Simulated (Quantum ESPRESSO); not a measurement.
SbSe2: zone-centre phonons under several settings

```
Sb Se
1.0
     0.00000    3.57036    3.57036
     3.57036    0.00000    3.57036
     3.57036    3.57036    0.00000
Sb Se
1 2
Direct
  0.00000 0.00000 0.00000
  0.25000 0.25000 0.25000
  0.75000 0.75000 0.75000
```

The cell was built by a generator and needn't be a form met in nature.

All runs used Quantum ESPRESSO 7.5; k mesh 2 × 2 × 2, shifted; relaxed cell; no spin polarisation; cutoff 612 eV; occupations fermi-dirac, width 0.05 eV.

```csv
level,potentials,volume (Å³/atom),pressure (GPa),lowest optical mode without the field (cm⁻¹),highest optical mode without the field (cm⁻¹)
LDA,GBRV 1.5 LDA,25.42,-0.1,51,110
PBE,GBRV 1.5 PBE,?,0.0,?,?
PBEsol,GBRV 1.5 PBEsol,25.97,0.0,44,106
```

Q: What stands in the row left open?

A: Volume 27.38 Å³/atom; lowest optical mode without the field 28i cm⁻¹; highest optical mode without the field 96 cm⁻¹.

Values marked i are imaginary: the cell is unstable against those modes at that level, or the meshes are too thin.

Caveats: all runs use coarse meshes; the mesh is thin for the phonons of a metal; the volume moved by over 15 % at a fixed basis, so the end points are rough (some runs); some modes are imaginary (some runs).

For the row left open. Caveat: the k mesh is coarse (spacing up to 0.76 Å⁻¹), so the values aren't converged; the mesh is thin for the phonons of a metal; some modes are imaginary.
